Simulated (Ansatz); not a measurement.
# Cl4SW (WSCl4): the cost of one run

Computed with Ansatz 0.2.0. Level: RHF/def2-SVP.

### 1 The starting structure

6 atoms, charge 0, spin multiplicity 1.

Atoms are counted from 1 here; the program's logs count them from 0.

Bond lengths: W1–S2 2.116 Å, W1–Cl3 2.315 Å, W1–Cl4 2.315 Å, W1–Cl5 2.316 Å, W1–Cl6 2.316 Å. Angles: S2–W1–Cl3 104.1°, S2–W1–Cl4 104.1°, S2–W1–Cl5 104.1°, S2–W1–Cl6 104.1°, Cl3–W1–Cl4 86.6°, Cl3–W1–Cl5 151.8°, Cl3–W1–Cl6 86.6°, Cl4–W1–Cl5 86.6°, Cl4–W1–Cl6 151.8°, Cl5–W1–Cl6 86.6°.

Geometry (Å):

```
W    -0.0001   -0.0001    0.0235
S     0.0029   -0.0073    2.1399
Cl    2.2448    0.0137   -0.5440
Cl   -0.0123    2.2474   -0.5334
Cl   -2.2466   -0.0099   -0.5376
Cl    0.0113   -2.2438   -0.5484
```

### 2 Relaxation

File input.yaml:

```yaml
crystal:
  periodic: [false, false, false]
  atoms:
    - { symbol: W, position_ang: [-6.4e-05, -8.3e-05, 0.023518] }
    - { symbol: S, position_ang: [0.002904, -0.007344, 2.139929] }
    - { symbol: Cl, position_ang: [2.244756, 0.013717, -0.544017] }
    - { symbol: Cl, position_ang: [-0.012327, 2.247409, -0.533362] }
    - { symbol: Cl, position_ang: [-2.246555, -0.009867, -0.537641] }
    - { symbol: Cl, position_ang: [0.011296, -2.243832, -0.548426] }
basis:
  gaussian: { orbitals: def2-SVP }
hamiltonian:
  xc: hf
output:
  forces: true
relax:
  f_tol: 0.003
  max_steps: 120
```

On the command line:

```bash
> ansatz run input.yaml --threads 1 --pin off --max-ram 2560MiB --backend cpu --events-out ev --progress --plain --runs-dir out
```

Q: Estimate wall time and peak memory on 1 thread of Arm Neoverse V2, shared host.

About 33 s, with a peak of 0.37 GiB.
